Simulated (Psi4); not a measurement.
# PBE0/aug-cc-pVTZ (sweep point 2) run of GaF (SMILES [F][Ga])

What is the vertical singlet–triplet gap of GaF at PBE0/aug-cc-pVTZ (sweep point 2)? 

Program for the calculation: Psi4 1.11.

## (1) The structure to begin with

GaF: 2 atoms, total charge 0, spin state singlet. SMILES: `[F][Ga]`. The shape comes from GFN2-xTB, which is rough for such elements, and wasn't checked as a minimum.

Bond lengths: F1–Ga2 1.799 Å.

## (2) A single-point energy at PBE0/aug-cc-pVTZ (sweep point 2)

fga.in reads:

```
memory 1.6 GB

molecule geom {
  F      0.000000     0.000000     0.000000
  Ga     0.000000     0.000000     1.799150
  units angstrom
  symmetry c1
}

set {
  basis                aug-cc-pVTZ
  puream               true
  scf_type             pk
  dft_radial_points    99
  dft_spherical_points 590
}

energy_value, wavefunction = energy('pbe0', return_wfn=True)
```

Started as:

```
$ psi4 -i fga.in -o fga.out -n 1
```

fga.out:

```text
[...]
  Running in c1 symmetry.
[...]
  Nuclear repulsion =   82.061218784942895
[...]
  Multiplicity = 1
[...]
  Nalpha       = 20
  Nbeta        = 20
[...]
    Number of basis functions: 105
[...]
   @RKS iter   1: -2023.44805355185395   -2.87085e+00   1.78477e-02 ADIIS/DIIS
[...]
   @RKS iter   8: -2024.47954280580802   -5.47368e-08   5.24054e-07 DIIS
[...]
    Orbital Energies [Eh]
    ---------------------
    Doubly Occupied:
       1A   -372.923286     2A    -46.067917     3A    -40.780723
       4A    -40.780723     5A    -40.778066     6A    -24.708485
       7A     -5.574718     8A     -3.841970     9A     -3.841970
      10A     -3.834145    11A     -1.140725    12A     -0.870123
      13A     -0.870123    14A     -0.864480    15A     -0.864480
      16A     -0.859774    17A     -0.453910    18A     -0.386026
      19A     -0.386026    20A     -0.289702
[...]
  @RKS Final Energy: -2024.47954280580802
   => Energetics <=
    Nuclear Repulsion Energy =             82.0612187849428949
    One-Electron Energy =               -2987.7680715287110615
    Two-Electron Energy =                 945.5325223007821478
    DFT Exchange-Correlation Energy =     -64.3052123628218908
    Empirical Dispersion Energy =           0.0000000000000000
    VV10 Nonlocal Energy =                  0.0000000000000000
    Total Energy =                      -2024.4795428058080233
[...]
 Multipole Moments:
 ------------------------------------------------------------------------------------
     Multipole            Electronic (a.u.)      Nuclear  (a.u.)        Total (a.u.)
 ------------------------------------------------------------------------------------
 L = 1.  Multiply by 2.5417464519 to convert [e a0] to [Debye]
 Dipole X            :          0.0000000            0.0000000            0.0000000
 Dipole Y            :         -0.0000000            0.0000000           -0.0000000
 Dipole Z            :          2.1513480           -1.2134090            0.9379390
 Magnitude           :                                                    0.9379390
[...]
```

Run time: 14 s. Hardware: 1 thread of AMD EPYC 9R45 (Zen 5), shared host; peak memory 1.4 GiB.

## (3) The triplet

calc.in reads:

```
memory 1600 MB

molecule {
  0 3
  F      0.000000     0.000000     0.000000
  Ga     0.000000     0.000000     1.799150
  symmetry c1
}

set globals {
  reference            uks
  puream               true
  scf_type             pk
  dft_radial_points    99
  dft_spherical_points 590
  maxiter              150
}

energy_value, wavefunction = energy("pbe0/aug-cc-pVTZ", return_wfn=True)
```

Started as:

```
$ psi4 -n 1 calc.in calc.out
```

calc.out:

```text
[...]
  Running in c1 symmetry.
[...]
  Nuclear repulsion =   82.061218784942895
[...]
  Multiplicity = 3
[...]
  Nalpha       = 21
  Nbeta        = 19
[...]
    Number of basis functions: 105
[...]
   @UKS iter   1: -2023.21359195570767   -2.63639e+00   1.82603e-02 DIIS/ADIIS
[...]
   @UKS iter  10: -2024.33842525377668   -2.64533e-08   2.49606e-07 DIIS
[...]
   @S^2 Observed:                2.002872286E+00
[...]
    Orbital Energies [Eh]
    ---------------------
    Alpha Occupied:
       1A   -372.967004     2A    -46.109959     3A    -40.823762
       4A    -40.821795     5A    -40.821123     6A    -24.754279
       7A     -5.620712     8A     -3.891283     9A     -3.883175
      10A     -3.882669    11A     -1.183557    12A     -0.916520
      13A     -0.915978    14A     -0.914047    15A     -0.908441
      16A     -0.906232    17A     -0.502644    18A     -0.423577
      19A     -0.420530    20A     -0.359154    21A     -0.159978
    Alpha Virtual:
      22A     -0.090257    23A     -0.017374    24A     -0.003686
      25A      0.026649    26A      0.030927    27A      0.050182
[...]
  @UKS Final Energy: -2024.33842525377668
   => Energetics <=
    Nuclear Repulsion Energy =             82.0612187849428949
    One-Electron Energy =               -2986.0340979935731411
    Two-Electron Energy =                 943.9193922105525871
    DFT Exchange-Correlation Energy =     -64.2849382556991031
    Empirical Dispersion Energy =           0.0000000000000000
    VV10 Nonlocal Energy =                  0.0000000000000000
    Total Energy =                      -2024.3384252537766770
[...]
 Multipole Moments:
 ------------------------------------------------------------------------------------
     Multipole            Electronic (a.u.)      Nuclear  (a.u.)        Total (a.u.)
 ------------------------------------------------------------------------------------
 L = 1.  Multiply by 2.5417464519 to convert [e a0] to [Debye]
 Dipole X            :          0.0000000            0.0000000            0.0000000
 Dipole Y            :         -0.0000000            0.0000000           -0.0000000
 Dipole Z            :          2.1065809           -1.2134090            0.8931720
 Magnitude           :                                                    0.8931720
[...]
```

Run time: 17 s. Hardware: 1 thread of AMD EPYC 9R45 (Zen 5), shared host; peak memory 1.4 GiB.

## (4) Results

Level: PBE0/aug-cc-pVTZ (sweep point 2).

```
                                        quantity           value
                           singlet: total energy  -2024.47954 Eh
                          singlet: dipole moment          2.38 D
                            singlet: HOMO energy        -7.88 eV
                            singlet: LUMO energy        -1.51 eV
                          singlet: HOMO–LUMO gap         6.38 eV
                           triplet: total energy  -2024.33843 Eh
                          triplet: dipole moment          2.27 D
     triplet: HOMO energy (highest over α and β)        -4.35 eV
                                   triplet: ⟨S²⟩           2.003
vertical energy of the triplet above the singlet        3.840 eV
```

At this shape the triplet lies 3.84 eV (89 kcal/mol) above the singlet.
